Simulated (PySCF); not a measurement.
# B₂ClFH₂O: runs on many settings

Aim: see how B₂ClFH₂O (`BOB(F)Cl`) answers to the choice of functional, basis, grid and SCF options, and what happens with inputs that are wrong on purpose.

Computed with PySCF 2.14.0, with density-fitted response routines of our own, on a single molecule in the gas phase. Atoms are numbered from 0 throughout.

### Step 1. The starting structure

7 atoms, charge 0, multiplicity 1; geometry from: GFN2-xTB.

Bonds of the start (Å): B0–O1 1.31, O1–B2 1.30, B2–F3 1.34, B2–Cl4 1.74, B0–H5 1.17, B0–H6 1.18.

### Step 2. Indirect couplings: PBE0/pcseg-1

The job: settings as JSON, then the geometry in Å.

```
{"job": {"kind": "j", "xc": "PBE0", "basis": "pcseg-1"}, "charge": 0, "multiplicity": 1}
B      1.367430    -0.034046    -0.122556
O      0.065574     0.045426     0.017843
B     -1.222778     0.106127     0.145579
F     -1.778912     1.133153     0.793336
Cl    -2.284502    -1.109854    -0.495949
H      1.864646     0.454497    -1.068191
H      1.991875    -0.590399     0.702859
```

Level: PBE0/pcseg-1 indirect spin-spin coupling, non-relativistic, gas phase.

Run with:

```bash
OMP_NUM_THREADS=1 python probes_run.py task.json out
```

The driver reads the jobs from task.json and runs them one after another.

Standard output:

```text
coarse grid: 7208 points
cycle   1  E = -685.7645821643  dE =  6.732e-01  |g| = 6.046e-01  |ddm| = 2.652e+00
cycle   2  E = -685.6992852115  dE =  6.530e-02  |g| = 8.722e-01  |ddm| = 9.269e-01
cycle   3  E = -685.8313413939  dE = -1.321e-01  |g| = 6.210e-02  |ddm| = 5.519e-01
cycle   4  E = -685.8320797763  dE = -7.384e-04  |g| = 2.939e-02  |ddm| = 8.344e-02
cycle   5  E = -685.8322475253  dE = -1.677e-04  |g| = 7.562e-03  |ddm| = 2.296e-02
cycle   6  E = -685.8322578931  dE = -1.037e-05  |g| = 1.753e-03  |ddm| = 7.782e-03
cycle   7  E = -685.8322585557  dE = -6.626e-07  |g| = 2.987e-04  |ddm| = 1.675e-03
final grid: 67720 points
cycle   8  E = -685.8766029182  dE = -2.819e-05  |g| = 7.618e-03  |ddm| = 1.686e-02
cycle   9  E = -685.8765886352  dE =  1.428e-05  |g| = 1.197e-02  |ddm| = 1.148e-02
cycle  10  E = -685.8766139079  dE = -2.527e-05  |g| = 5.741e-04  |ddm| = 7.206e-03
cycle  11  E = -685.8766140005  dE = -9.266e-08  |g| = 1.693e-04  |ddm| = 7.360e-04
cycle  12  E = -685.8766140051  dE = -4.591e-09  |g| = 7.887e-05  |ddm| = 1.509e-04
cycle  13  E = -685.8766140061  dE = -9.913e-10  |g| = 1.621e-05  |ddm| = 5.553e-05
converged SCF energy = -685.8766140061

Indirect spin-spin couplings (Hz)
  i      j    bonds     total        FC       PSO       DSO        SD
  0 B    1 O    1    -39.363   -44.652     5.529    -0.119    -0.121
  0 B    2 B    2      4.762     4.986     0.030    -0.317     0.063
  0 B    3 F    3     -0.407     0.548    -0.264    -0.498    -0.194
  0 B    5 H    1    141.010   140.689    -1.170     0.723     0.767
  0 B    6 H    1    141.026   140.706    -1.169     0.723     0.766
  1 O    2 B    1    -65.595   -68.424     3.589    -0.229    -0.531
  1 O    3 F    2     -7.521   -23.011    17.320     0.050    -1.880
  1 O    5 H    2     -3.658    -4.437     0.772     0.111    -0.105
  1 O    6 H    2     -3.674    -4.452     0.772     0.111    -0.104
  2 B    3 F    1     -9.129    28.340   -37.603     1.254    -1.120
  2 B    5 H    3      1.646     1.679     0.361    -0.435     0.041
  2 B    6 H    3      1.658     1.691     0.361    -0.435     0.041
  3 F    5 H    4      0.988     1.720     0.291    -0.932    -0.092
  3 F    6 H    4      0.983     1.717     0.290    -0.931    -0.093
  5 H    6 H    2     12.421    13.092     1.340    -2.152     0.142
```

It took 6.7 s on 1 thread of Arm Neoverse V1, shared host; peak memory 0.38 GiB.

This basis has no tight s functions, so the Fermi-contact terms are rough.

A choice of the couplings up to four bonds, sorted by the number of bonds, with means over like pairs; isotopes 11B, 19F, 1H, 17O:

```tsv
pair	bonds	J (Hz)	Fermi contact (Hz)
B0–H5	1	141.0	140.7
O1–B2	1	-65.6	-68.4
B0–O1	1	-39.4	-44.7
B2–F3	1	-9.1	28.3
H5–H6	2	12.4	13.1
O1–F3	2	-7.5	-23.0
B0–B2	2	4.8	5.0
O1–H5	2	-3.7	-4.4
B2–H5	3	1.7	1.7
```

The response was solved for the nuclei of B, F, H, O alone, so couplings that need other nuclei can be missing.

Quadrupole couplings from the field gradients of the same density:

```tsv
atom	isotope	eQq/h (MHz)	η
Cl4	35Cl	-46.6	0.38
O1	17O	-5.917	0.30
B0	11B	4.353	0.53
B2	11B	2.056	0.28
```

### Step 3. Spin-spin couplings: B3LYP/6-31++G**

Settings changed since step 2:

```diff
@@ -1,2 +1,2 @@
-{"job": {"kind": "j", "xc": "PBE0", "basis": "pcseg-1"}, "charge": 0, "multiplicity": 1}
+{"job": {"kind": "j", "xc": "B3LYP", "basis": "6-31++G**"}, "charge": 0, "multiplicity": 1}
 B      1.367430    -0.034046    -0.122556
```

With the program's defaults for keys left out, this is: B3LYP/6-31++G** indirect spin-spin coupling, non-relativistic, gas phase.

Standard output:

```text
coarse grid: 7208 points
cycle   1  E = -686.2914467308  dE =  6.861e-01  |g| = 7.294e-01  |ddm| = 2.659e+00
cycle   2  E = -686.1441132157  dE =  1.473e-01  |g| = 1.172e+00  |ddm| = 1.166e+00
cycle   3  E = -686.3853295984  dE = -2.412e-01  |g| = 9.015e-02  |ddm| = 7.278e-01
cycle   4  E = -686.3869313334  dE = -1.602e-03  |g| = 4.198e-02  |ddm| = 1.441e-01
cycle   5  E = -686.3872549501  dE = -3.236e-04  |g| = 1.107e-02  |ddm| = 4.168e-02
cycle   6  E = -686.3872774851  dE = -2.254e-05  |g| = 2.579e-03  |ddm| = 1.156e-02
cycle   7  E = -686.3872789303  dE = -1.445e-06  |g| = 4.983e-04  |ddm| = 4.588e-03
final grid: 67720 points
cycle   8  E = -686.3569997339  dE = -2.876e-05  |g| = 2.479e-03  |ddm| = 3.146e-02
cycle   9  E = -686.3569994508  dE =  2.830e-07  |g| = 3.033e-03  |ddm| = 5.234e-03
cycle  10  E = -686.3570013026  dE = -1.852e-06  |g| = 5.973e-04  |ddm| = 2.539e-03
cycle  11  E = -686.3570013705  dE = -6.791e-08  |g| = 1.565e-04  |ddm| = 6.130e-04
cycle  12  E = -686.3570013755  dE = -5.028e-09  |g| = 3.267e-05  |ddm| = 2.018e-04
cycle  13  E = -686.3570013758  dE = -2.360e-10  |g| = 1.495e-05  |ddm| = 6.918e-05
converged SCF energy = -686.3570013758

Indirect spin-spin couplings (Hz)
  i      j    bonds     total        FC       PSO       DSO        SD
  0 B    1 O    1    -37.121   -41.775     4.908    -0.119    -0.135
  0 B    2 B    2      2.842     3.013     0.083    -0.318     0.064
  0 B    3 F    3     -0.332     0.490    -0.172    -0.496    -0.154
  0 B    5 H    1    169.916   169.655    -1.035     0.711     0.586
  0 B    6 H    1    169.917   169.656    -1.034     0.710     0.585
  1 O    2 B    1    -60.392   -62.968     3.270    -0.229    -0.465
  1 O    3 F    2     -6.055   -19.674    15.232     0.048    -1.661
  1 O    5 H    2     -4.333    -5.071     0.733     0.112    -0.107
  1 O    6 H    2     -4.348    -5.086     0.733     0.112    -0.107
  2 B    3 F    1    -10.537    22.663   -33.545     1.271    -0.926
  2 B    5 H    3      1.382     1.397     0.384    -0.436     0.037
  2 B    6 H    3      1.393     1.409     0.384    -0.436     0.037
  3 F    5 H    4      0.786     1.506     0.307    -0.929    -0.098
  3 F    6 H    4      0.783     1.504     0.306    -0.928    -0.099
  5 H    6 H    2     14.464    15.000     1.467    -2.165     0.161
```

Run time: 9.2 s. Hardware: 1 thread of Arm Neoverse V1, shared host; peak memory 0.45 GiB.

This basis has no tight s functions, so the Fermi-contact terms are rough.

This run: J(B0,H5) 169.9 Hz, J(O1,B2) -60.4 Hz, J(B0,O1) -37.1 Hz (means over like pairs).

### Step 4. TDDFT and polarisability: OPBE/def2-SVPD

Settings changed since step 3:

```diff
@@ -1,2 +1,2 @@
-{"job": {"kind": "j", "xc": "B3LYP", "basis": "6-31++G**"}, "charge": 0, "multiplicity": 1}
+{"job": {"kind": "uv", "xc": "OPBE", "basis": "def2-SVPD", "nstates": 12, "ntriplets": 5, "tda": false}, "charge": 0, "multiplicity": 1}
 B      1.367430    -0.034046    -0.122556
```

Method: TDDFT OPBE/def2-SVPD, vertical, gas phase, core orbitals frozen in the response.

Standard output:

```text
coarse grid: 7208 points
cycle   1  E = -685.7054945329  dE =  5.755e-01  |g| = 6.946e-01  |ddm| = 4.512e+00
cycle   2  E = -685.4558631747  dE =  2.496e-01  |g| = 1.345e+00  |ddm| = 1.890e+00
cycle   3  E = -685.7911184814  dE = -3.353e-01  |g| = 1.371e-01  |ddm| = 1.179e+00
cycle   4  E = -685.7950238055  dE = -3.905e-03  |g| = 5.957e-02  |ddm| = 2.397e-01
cycle   5  E = -685.7956489660  dE = -6.252e-04  |g| = 1.999e-02  |ddm| = 9.052e-02
cycle   6  E = -685.7957260250  dE = -7.706e-05  |g| = 5.097e-03  |ddm| = 2.396e-02
cycle   7  E = -685.7957318130  dE = -5.788e-06  |g| = 1.513e-03  |ddm| = 1.008e-02
final grid: 67720 points
cycle   8  E = -685.8881805826  dE =  2.994e-06  |g| = 3.285e-02  |ddm| = 1.589e-01
cycle   9  E = -685.8875517842  dE =  6.288e-04  |g| = 6.642e-02  |ddm| = 8.520e-02
cycle  10  E = -685.8883781089  dE = -8.263e-04  |g| = 4.610e-03  |ddm| = 5.392e-02
cycle  11  E = -685.8883835847  dE = -5.476e-06  |g| = 4.481e-04  |ddm| = 7.695e-03
cycle  12  E = -685.8883836349  dE = -5.015e-08  |g| = 1.295e-04  |ddm| = 1.036e-03
cycle  13  E = -685.8883836386  dE = -3.766e-09  |g| = 4.340e-05  |ddm| = 2.821e-04
cycle  14  E = -685.8883836391  dE = -4.356e-10  |g| = 9.115e-06  |ddm| = 5.943e-05
converged SCF energy = -685.8883836391

Static polarisability (au): isotropic 47.431, principal 37.648 42.148 62.498

Singlet excitations
state   eV       nm        f      main configurations
  1   5.7257    216.5   0.00000   H->L 1.00
  2   6.1643    201.1   0.01376   H-1->L 0.99
  3   6.7039    184.9   0.00007   H-2->L 1.00
  4   7.2309    171.5   0.01426   H->L+2 1.00
  5   7.3318    169.1   0.23727   H->L+1 0.96
  6   7.4338    166.8   0.00001   H-1->L+1 1.00
  7   7.7739    159.5   0.03311   H-1->L+2 0.99
  8   8.0101    154.8   0.01594   H-3->L 0.80, H-4->L 0.17
  9   8.1987    151.2   0.02784   H->L+3 0.99
 10   8.3453    148.6   0.01990   H-2->L+2 0.99
 11   8.5038    145.8   0.12642   H-2->L+1 0.76
 12   8.6976    142.5   0.01339   H-1->L+3 0.93

Triplet excitations (Tamm-Dancoff, eV): 5.1869 6.0117 6.5643 6.6137 7.1562
```

Run time: 13 s. Hardware: 1 thread of Arm Neoverse V1, shared host; peak memory 0.43 GiB.

The orbitals next to the gap, with their largest atomic shares:

```tsv
orbital	eV	atoms
HOMO−3	-10.06	Cl4 35 %, F3 32 %, O1 16 %
HOMO−2	-8.81	Cl4 71 %, B2 10 %, F3 8 %
HOMO−1	-8.24	Cl4 82 %, F3 7 %, O1 5 %
HOMO	-7.72	B0 27 %, O1 26 %, H6 16 %
LUMO	-2.13	B0 51 %, O1 22 %, H5 10 %
LUMO+1	-0.86	B2 39 %, Cl4 22 %, O1 20 %
LUMO+2	-0.50	B2 51 %, B0 19 %, Cl4 17 %
```

With each of the 12 states as a Gaussian band of 0.4 eV half-width at 1/e, the curve within the window shown has maxima at 201 nm (ε 560), 169 nm (ε 11,000), 147 nm (ε 7,200) L/(mol cm). Beyond the last state computed it falls off for lack of states. The curve at chosen wavelengths:

| nm | ε (L/mol/cm) |
| --- | --- |
| 138 | 1503 |
| 142 | 4607 |
| 146 | 7056 |
| 150 | 6483 |
| 155 | 4590 |
| 159 | 5053 |
| 163 | 7623 |
| 167 | 10223 |
| 171 | 10151 |
| 175 | 7322 |
| 180 | 3247 |
| 184 | 1327 |
| 188 | 564 |
| 192 | 421 |
| 196 | 491 |
| 200 | 556 |
| 205 | 517 |
| 209 | 405 |
| 213 | 273 |
| 217 | 161 |
| 221 | 85 |
| 225 | 40 |
| 230 | 14 |
| 234 | 5 |
| 238 | 2 |
| 242 | 1 |

Leading natural transition orbitals of singlet state 5: the hole lies on H5, H6 about 30 % each; O1 15 %; B0 12 %; the particle on B2 52 %; Cl4 17 %; O1 12 %.

Leading natural transition orbitals of singlet state 1: the hole lies on O1 24 %; H5, H6 about 24 % each; Cl4 15 %; the particle on B0 50 %; H5, H6 about 16 % each; O1 12 %.

Further results of this job:

```tsv
property	computed
dipole moment (D)	1.16
polarisability (Å³)	7.03
HOMO–LUMO gap (eV)	5.59
−ε(HOMO) (eV)	7.72
```

The fields below are evaluated on a grid from the run's orbitals.

Frontier orbitals at OPBE/def2-SVPD, with the share of their density that lies nearest to each atom:

```tsv
orbital	energy (eV)	lies on
HOMO	-7.72	H5, H6 about 26 % each; O1 24 %; Cl4 12 %
LUMO	-2.13	B0 50 %; H5, H6 about 17 % each; O1 12 %
```

ELF in a plane through or near 5 of the atoms.

Ten even steps from ' ' (0.00) to '@' (0.91):
```
                                                        
                                                        
                                                        
                                  ........              
                                --++****==::            
                              ..==%%@@@@%%**::          
                      ::--::    ==@@**::@@%%==..        
            ..::::....++####**::::%%%%##@@##::          
            ..----....**%%@@%%++::++##%%**--            
            --==--::==++@@++==%%..%%..--..              
            --++----##==@@++++%%..::==##******++--      
            ::--==..  ++%%%%%%==::##@@%%**%%@@%%**--    
            ..::--::..==****==..::%%%%------@@@@**--    
                ....  ..::..    --%%##--%%..@@@@**--    
                              ..++@@@@##++##%%##==..    
                              ::++%%@@@@@@%%**==..      
                                --++****++==::..        
                                  ::--==--::..          
                                                        
                                                        
```
The map spans 9.7 Å across and 7.8 Å up, centred on the molecule. Atoms in the plane (x, y in Å): B0 (-1.4, 0.0), O1 (-0.1, 0.1), B2 (1.2, 0.1), F3 (1.8, 1.3), Cl4 (2.2, -1.3).

On the surface of density 0.002 e/bohr³ the electrostatic potential runs, from the 1st to the 99th percentile, from -0.57 V near F3 to 1.71 V near B0.

### Step 5. Shielding tensors: r2SCAN/def2-SVP

The job: settings as JSON, then the geometry in Å.

```
{"job": {"kind": "nmr", "xc": "r2SCAN", "basis": "def2-SVP", "pop": true, "scf": {"max_cycle": 64}}, "charge": 0, "multiplicity": 1}
B      2.584443    -0.064347    -0.231631
O      0.123935     0.085855     0.033723
B     -2.311050     0.200580     0.275144
F     -3.362144     2.141659     1.499405
Cl    -4.317709    -2.097624    -0.937344
H      3.524181     0.858999    -2.018881
H      3.764644    -1.115854     1.328404
```

Level: GIAO r2SCAN/def2-SVP NMR shielding, non-relativistic, gas phase.

Standard output:

```text
final grid: 67720 points
cycle   1  E = -683.2411912539  dE =  1.157e+00  |g| = 1.753e+00  |ddm| = 1.725e+00
cycle   2  E = -647.0019720614  dE =  3.624e+01  |g| = 5.178e+00  |ddm| = 1.418e+01
cycle   3  E = -678.6084188683  dE = -3.161e+01  |g| = 2.426e+00  |ddm| = 1.376e+01
cycle   4  E = -662.5524834889  dE =  1.606e+01  |g| = 4.564e+00  |ddm| = 5.386e+00
cycle   5  E = -680.7937325887  dE = -1.824e+01  |g| = 2.295e+00  |ddm| = 4.090e+00
cycle   6  E = -677.2673234818  dE =  3.526e+00  |g| = 3.778e+00  |ddm| = 3.011e+00
cycle   7  E = -682.7589382800  dE = -5.492e+00  |g| = 2.216e+00  |ddm| = 2.067e+00
cycle   8  E = -675.6684966380  dE =  7.090e+00  |g| = 2.787e+00  |ddm| = 3.489e+00
cycle   9  E = -680.6831747766  dE = -5.015e+00  |g| = 2.350e+00  |ddm| = 1.974e+00
cycle  10  E = -682.5295600998  dE = -1.846e+00  |g| = 2.249e+00  |ddm| = 2.662e+00
[... 44 cycles left out ...]
cycle  55  E = -680.4902065439  dE =  2.787e+00  |g| = 2.495e+00  |ddm| = 3.022e+00
cycle  56  E = -683.8361755167  dE = -3.346e+00  |g| = 1.582e+00  |ddm| = 2.459e+00
cycle  57  E = -681.5198217552  dE =  2.316e+00  |g| = 3.028e+00  |ddm| = 1.731e+00
cycle  58  E = -678.2351228911  dE =  3.285e+00  |g| = 3.769e+00  |ddm| = 3.212e+00
cycle  59  E = -682.9333771133  dE = -4.698e+00  |g| = 2.040e+00  |ddm| = 2.313e+00
cycle  60  E = -684.3459865645  dE = -1.413e+00  |g| = 8.410e-01  |ddm| = 1.980e+00
cycle  61  E = -684.1484917621  dE =  1.975e-01  |g| = 1.204e+00  |ddm| = 2.452e+00
cycle  62  E = -675.8328250217  dE =  8.316e+00  |g| = 2.484e+00  |ddm| = 3.791e+00
cycle  63  E = -683.5034824197  dE = -7.671e+00  |g| = 1.122e+00  |ddm| = 3.803e+00
cycle  64  E = -677.6878517365  dE =  5.816e+00  |g| = 2.485e+00  |ddm| = 3.630e+00
SCF not converged, last energy = -677.6878517365
```

Wall time 16 s (1 thread of Arm Neoverse V1, shared host); peak memory 0.43 GiB.

Diagnosis: All coordinates were scaled by 1.89, as when Å and bohr are mixed up; on that geometry the gradient is still 2.5e+00 after 64 cycles. The remedy is to restore the coordinates. Numbers printed on the way are no properties of the molecule.

### Step 6. Shielding tensors: OPBE/cc-pVTZ

The job: settings as JSON, then the geometry in Å.

```
{"job": {"kind": "nmr", "xc": "OPBE", "basis": "cc-pVTZ", "pop": true, "scf": {"conv": 0.01, "max_cycle": 88}}, "charge": 0, "multiplicity": 1}
B      1.367430    -0.034046    -0.122556
O      0.065574     0.045426     0.017843
B     -1.222778     0.106127     0.145579
F     -1.778912     1.133153     0.793336
Cl    -2.284502    -1.109854    -0.495949
H      1.864646     0.454497    -1.068191
H      1.991875    -0.590399     0.702859
```

With the program's defaults for keys left out, this is: GIAO OPBE/cc-pVTZ NMR shielding, non-relativistic, gas phase.

Standard output:

```text
final grid: 67720 points
cycle   1  E = -686.1814872560  dE =  6.178e-01  |g| = 7.914e-01  |ddm| = 5.591e+00
cycle   2  E = -685.8796616147  dE =  3.018e-01  |g| = 1.518e+00  |ddm| = 2.545e+00
cycle   3  E = -686.2781901686  dE = -3.985e-01  |g| = 1.740e-01  |ddm| = 1.663e+00
cycle   4  E = -686.2838658026  dE = -5.676e-03  |g| = 8.199e-02  |ddm| = 2.870e-01
converged SCF energy = -686.2838658026

GIAO shielding tensors (ppm)
atom      isotropic    diamagn.    paramagn.     s11        s22        s33       span
  0 B       62.263     196.097    -133.834     11.161     62.545    113.083    101.921
  1 O       75.496     374.224    -298.728     -0.425     36.785    190.129    190.555
  2 B       85.541     200.346    -114.805     77.560     85.515     93.548     15.988
  3 F      264.586     469.374    -204.788    148.164    292.384    353.210    205.046
  4 Cl     883.548    1148.835    -265.287    749.044    895.508   1006.091    257.046
  5 H       26.095      30.946      -4.851     25.635     25.812     26.840      1.205
  6 H       26.093      30.947      -4.854     25.632     25.810     26.837      1.205
```

Wall time 11 s (1 thread of Arm Neoverse V1, shared host); peak memory 0.64 GiB.

It converged, yet the result is unsound: the SCF threshold of 0.01 Eh is far too loose.

### Step 7. Run by run: spin-spin couplings

Couplings (Hz), each a mean over the pairs like the one named, with basis size and wall time:

```tsv
run	B0–H5	O1–B2	B0–O1	H5–H6	B2–F3	O1–F3	O1–H5	functions	time
PBE0/pcseg-1	141.0	-65.6	-39.4	12.4	-9.1	-7.5	-3.7	84	6.7 s
B3LYP/6-31++G**	169.9	-60.4	-37.1	14.5	-10.5	-6.1	-4.3	106	9.2 s
```

### Step 8. Summary of results

| quantity | value |
| --- | --- |
| largest coupling of the table (PBE0/pcseg-1) | 1J(B,H) B0–H5, 141.0 Hz (mean over like pairs) |
| lowest singlet (OPBE/def2-SVPD) | 5.73 eV (217 nm), f = 0.000 |
| brightest single state of those computed | state 5, 7.33 eV, f = 0.237 |
| lowest triplet | 5.19 eV |
| potential on the surface of density 0.002 e/bohr³, 1st and 99th percentile | -0.57 V and 1.71 V |
| range of J(B0,H5), mean over like pairs | 141.0 to 169.9 Hz |
| property runs in this session | 5, of which 1 failed and 1 gave unsound results |

In words: Single values in the summary come from the first sound run of each kind (PBE0/pcseg-1; OPBE/def2-SVPD), which need not be the best level. Of the pairs tabulated at PBE0/pcseg-1, B0–H5 (mean over like pairs) couples most strongly (141.0 Hz; Fermi contact 140.7 Hz). The lowest singlet, at 5.73 eV, is HOMO→LUMO 1.00 and is dark; of the 12 states computed, the strongest absorption comes from state 5 at 7.33 eV. The lowest triplet lies 0.54 eV below the lowest singlet (triplets in Tamm-Dancoff, singlets in full TDDFT). At OPBE/def2-SVPD, counted by nearest atom on the grid, the HOMO lies on H5, H6 about 26 % each; O1 24 %, the LUMO on B0 50 %; H5, H6 about 17 % each. The coupling B0–H5, as a mean over pairs of its kind, runs from 141.0 Hz (PBE0/pcseg-1) to 169.9 Hz (B3LYP/6-31++G**). Couplings from bases without tight functions are rough.
